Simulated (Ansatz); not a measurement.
**MnPt2 in Ansatz: convergence with k mesh**

Input of the first run (k mesh 3 × 3 × 2); the others differ in this setting and in those tied to it:

File input.yaml:

```yaml
crystal:
  lattice:
    - [2.8584044518, 0.0, 0.0]
    - [-1.4292022259, 2.4754508696, 0.0]
    - [0.0, 0.0, 6.532504]
  atoms:
    - { symbol: Pt, position: [0.6666666667, 0.3333333333, 0.316206] }
    - { symbol: Pt, position: [0.3333333333, 0.6666666667, 0.683794] }
    - { symbol: Mn, position: [0.0, 0.0, 0.0], spin: 4.0 }
hamiltonian:
  xc: pbe
  pseudopotentials: { kind: paw }
magnetization:
  spin_polarized: true
kpoints:
  mp_grid: { grid: [3, 3, 2] }
scf:
  occupations: { method: fermi_dirac, width: 0.1 }
output:
  forces: true
  stress: true
  eigenvalues: true
```

Potentials or basis: Ansatz PAW.

The run is started by

```bash
$ ansatz run input.yaml --threads 2 --pin off --max-ram 5632MiB --backend cpu --events-out ev --progress --plain --runs-dir out
```

The cell comes from a database or a generator and needn't be the stable form of this composition.

Hardware: 2 threads of Intel(R) Xeon(R) Platinum 8259CL CPU @ 2.50GHz (Skylake/Cascade Lake) (shared host).

**Question.** The values tried are 3 × 3 × 2, 4 × 4 × 2, 5 × 5 × 2, 6 × 6 × 3, 8 × 8 × 3, 10 × 10 × 4, 12 × 12 × 5, 15 × 15 × 6, 17 × 17 × 7, loosest first. From which on does the absolute moment stay within 0.02 μB of the tightest run that finished?

**Answer.** From 10 × 10 × 4 on.

```csv
k mesh,"energy less the tightest run, at zero smearing (meV/atom)",pressure (GPa),largest force (eV/Å),absolute moment (μB),SCF cycles,CPU time (s),peak memory (GiB)
3 × 3 × 2,53.41,-0.86,0.316,4.15,13,4.8,0.38
4 × 4 × 2,-17.90,-1.13,0.125,4.53,17,9.5,0.41
5 × 5 × 2,91.12,0.81,0.005,4.45,14,5.8,0.38
6 × 6 × 3,-33.51,-1.30,0.033,4.55,14,7.7,0.41
8 × 8 × 3,-8.21,-1.24,0.000,4.44,13,7.6,0.43
10 × 10 × 4,5.23,-0.79,0.007,4.50,14,16,0.49
12 × 12 × 5,4.20,-0.76,0.041,4.50,13,19,0.54
15 × 15 × 6,-0.41,-0.81,0.021,4.52,15,40,0.65
17 × 17 × 7,0.00,-0.80,0.030,4.51,15,58,0.75
```

Against the tightest run, the energy stays within 1 meV/atom from 15 × 15 × 6 on; the pressure stays within 0.1 GPa from 10 × 10 × 4 on. Not settled before the last step: the largest force (to 0.005 eV/Å). Meshes of other sizes hit other points, so gaps and Fermi surfaces needn't settle smoothly. The tightest run that finished is the yardstick and may itself not be fully converged.

Spin-orbit coupling is left out, which matters for the levels of Pt.
